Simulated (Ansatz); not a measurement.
The system is LiFeN.

```
CELL_PARAMETERS angstrom
3.10060 0.00000 0.00000
-1.55030 2.68520 0.00000
0.00000 0.00000 4.14534
ATOMIC_POSITIONS crystal
Fe 0.33333 0.66667 0.50000
N 0.00000 0.00000 0.50000
Li 0.00000 0.00000 0.00000
```

The cell comes from a database or a generator and needn't be the stable form of this composition.

Base run:

| Item | Value |
| --- | --- |
| Program | Ansatz 0.2.0 |
| Functional | PBE |
| Potentials or basis | Ansatz PAW |
| Cutoff | 420 eV (not typed: the program's choice for these potentials) |
| k mesh | 10 × 10 × 7 |
| Occupations | fermi-dirac, width 0.05 eV |
| Spin | collinear spin, ferromagnetic start |
| Starting moments | [3.0, 0.0, 0.0] μB |

Its results: band gap on the k mesh none (metal or under the smearing width); pressure -1.1 GPa; net moment 0.11 μB per cell; site moments Fe +0.10; N -0.00; Li -0.00 μB.

**Question.** The run is repeated on the same cell with these changes: hubbard terms from none to Fe d U = 6 eV; hubbard projectors from none to ortho-atomic (the default). What comes out?

**Answer.** Band gap on the k mesh none (metal or under the smearing width); pressure 31.9 GPa; net moment 3.53 μB per cell; site moments Fe +2.91; N +0.06; Li -0.01 μB.

Caveats: the density of states is complete only up to the lowest level of the last band computed; the starting moments weren't kept (some runs); the magnetic or orbital state may not be the lowest (some runs); a pressure of tens of GPa on the cell as given is suspect, and the run, the potentials or the cell itself is likely at fault (some runs); a cell with one magnetic atom can't hold antiferromagnetic order, which such compounds often take (some runs).
